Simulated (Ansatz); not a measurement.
# C4H9CuO: up Jacob's ladder to CCSD(T)

How much do the methods differ for C4H9CuO? The plan is to run it at one geometry with functionals of several rungs and with coupled cluster, and see how far each lands from CCSD(T) at the basis-set limit for the atomisation energy.

The runs use Ansatz 0.2.0, Gaussian basis; functionals in def2-TZVPP, the program's frozen cores in correlated methods.

Plan: LDA (SPW92), PBE-D4, revPBE-D4, BLYP-D4, r2SCAN-D4, B97M-V, PBE0-D4, B3LYP-D4, r2SCANh-D4, r2SCAN0-D4, HSE06-D4, BHLYP-D4, CAM-B3LYP-D4, LC-ωPBE, ωB97X-V, ωB97M-V, B2PLYP, PBE-QIDH; CCSD(T)/def2-SVP; CCSD(T)/def2-TZVPP; MP2/def2-QZVPP; extrapolation to the limit; RPA on PBE.

### 1 The geometry

The geometry comes from an earlier relaxation with PBE0-D4 in a triple-zeta def2 set; it is a stationary point, not always the lowest conformer.

SMILES `CC(C)(C)[O][Cu]`, 15 atoms, charge 0, spin multiplicity 1.

Atoms are counted from 1 here; the program's logs count them from 0.

Bond lengths: C1–C2 1.526 Å, C1–H7 1.092 Å, C1–H8 1.094 Å, C1–H9 1.097 Å, C2–C3 1.530 Å, C2–C4 1.526 Å, C2–O5 1.398 Å, C3–H10 1.092 Å, C3–H11 1.093 Å, C3–H12 1.092 Å, C4–H13 1.092 Å, C4–H14 1.094 Å, C4–H15 1.097 Å, O5–Cu6 1.798 Å. Angles: C2–C1–H7 109.9°, C2–C1–H8 112.3°, C2–C1–H9 109.8°, H7–C1–H8 108.7°, H7–C1–H9 108.1°, H8–C1–H9 108.0°, C1–C2–C3 109.6°, C1–C2–C4 109.8°, C1–C2–O5 110.9°, C3–C2–C4 109.6°, C3–C2–O5 106.0°, C4–C2–O5 110.9°, C2–C3–H10 109.8°, C2–C3–H11 111.4°, C2–C3–H12 109.8°, H10–C3–H11 108.8°, H10–C3–H12 108.2°, H11–C3–H12 108.8° and more.

### 2 LDA

This LDA is Slater exchange with PW92 correlation.

File in.yaml:

```yaml
crystal:
  periodic: [false, false, false]
  atoms:
    - {symbol: C, position_ang: [-0.479295, -0.597002, 1.207171]}
    - {symbol: C, position_ang: [0.123129, 0.195742, 0.050099]}
    - {symbol: C, position_ang: [1.452909, -0.434920, -0.367193]}
    - {symbol: C, position_ang: [-0.839093, 0.194011, -1.134930]}
    - {symbol: O, position_ang: [0.424519, 1.502917, 0.445266]}
    - {symbol: Cu, position_ang: [-0.898780, 2.580619, 1.012134]}
    - {symbol: H, position_ang: [0.193122, -0.567821, 2.067299]}
    - {symbol: H, position_ang: [-0.664797, -1.641843, 0.941528]}
    - {symbol: H, position_ang: [-1.434934, -0.148811, 1.505704]}
    - {symbol: H, position_ang: [1.893607, 0.139705, -1.184089]}
    - {symbol: H, position_ang: [1.318652, -1.468926, -0.695697]}
    - {symbol: H, position_ang: [2.148424, -0.420192, 0.474094]}
    - {symbol: H, position_ang: [-0.424199, 0.789398, -1.951134]}
    - {symbol: H, position_ang: [-1.040426, -0.815952, -1.503859]}
    - {symbol: H, position_ang: [-1.794840, 0.642375, -0.836994]}
basis:
  gaussian: {orbitals: def2-TZVPP}
hamiltonian: {xc: lda}
output: {orbitals: {seedname: orbitals}}
```

Launch:

```sh
ansatz run in.yaml --threads 2 --pin off --events-out ev --progress --plain --max-ram 22528MiB --backend cuda --devices 0, --max-vram 18GiB
```

Further steps of the session: PBE-D4 (GGA); revPBE-D4 (GGA); BLYP-D4 (GGA); r2SCAN-D4 (meta-GGA); B97M-V (meta-GGA); B3LYP-D4 (hybrid); r2SCANh-D4 (hybrid); r2SCAN0-D4 (hybrid); HSE06-D4 (hybrid); BHLYP-D4 (hybrid); CAM-B3LYP-D4 (range-separated); LC-ωPBE (range-separated); ωB97X-V (range-separated); ωB97M-V (range-separated); B2PLYP (double hybrid); PBE-QIDH (double hybrid); CCSD(T) in def2-SVP; CCSD(T) in def2-TZVPP; MP2 in def2-QZVPP; RPA on PBE orbitals.

**Question.** What will the summary of the whole plan be? Wanted: atomisation energy, CCSD(T)/CBS; farthest beyond LDA; mean size of error, GGA; mean size of error, meta-GGA; mean size of error, hybrid; mean size of error, range-separated; mean size of error, double hybrid; gap, smallest and largest; T1 diagnostic.

**Answer**, as computed:

```
                               quantity                                                                                                                    value
        atomisation energy, CCSD(T)/CBS                                                                                                                58.836 eV
    functionals within 0.294 eV (0.5 %)  revPBE-D4, BLYP-D4, r2SCAN-D4, B97M-V, PBE0-D4, B3LYP-D4, r2SCANh-D4, HSE06-D4, CAM-B3LYP-D4, LC-ωPBE, ωB97X-V, ωB97M-V
                    farthest beyond LDA                                                                                                     BHLYP-D4 (-1.902 eV)
                mean size of error, GGA                                                                                                                 0.519 eV
           mean size of error, meta-GGA                                                                                                                 0.118 eV
             mean size of error, hybrid                                                                                                                 0.544 eV
    mean size of error, range-separated                                                                                                                 0.093 eV
      mean size of error, double hybrid                                                                                                                 0.521 eV
              gap, smallest and largest                                                                                     1.38 eV (BLYP-D4), 8.41 eV (LC-ωPBE)
                          T1 diagnostic                                                                                                                   0.0288
triples share of the correlation energy                                                                                                                    4.0 %
```

What this shows: LDA overbinds by 8.566 eV (15 %). PBE-D4 misses by +1.206 eV. Double hybrids carry the basis error of their MP2 part in triple zeta, and no dispersion term here, so their miss is partly the set-up's. The rungs range-separated, meta-GGA miss on average by less than the doubt on the reference (0.294 eV), so they tie. The reference freezes the cores and leaves out relativity and excitations past (T), so misses under about 0.294 eV can't be ranked. Hartree-Fock recovers 73 % of the binding; the rest is correlation. CCSD(T) in def2-SVP is off by -2.344 eV, worse than the median functional, from the basis alone. Orbital gaps span 1.4 to 8.4 eV; exact exchange widens them. T1 = 0.029 passes the customary mark of 0.02 by a little. For Cu the d shell is correlated and the shells below it are frozen.
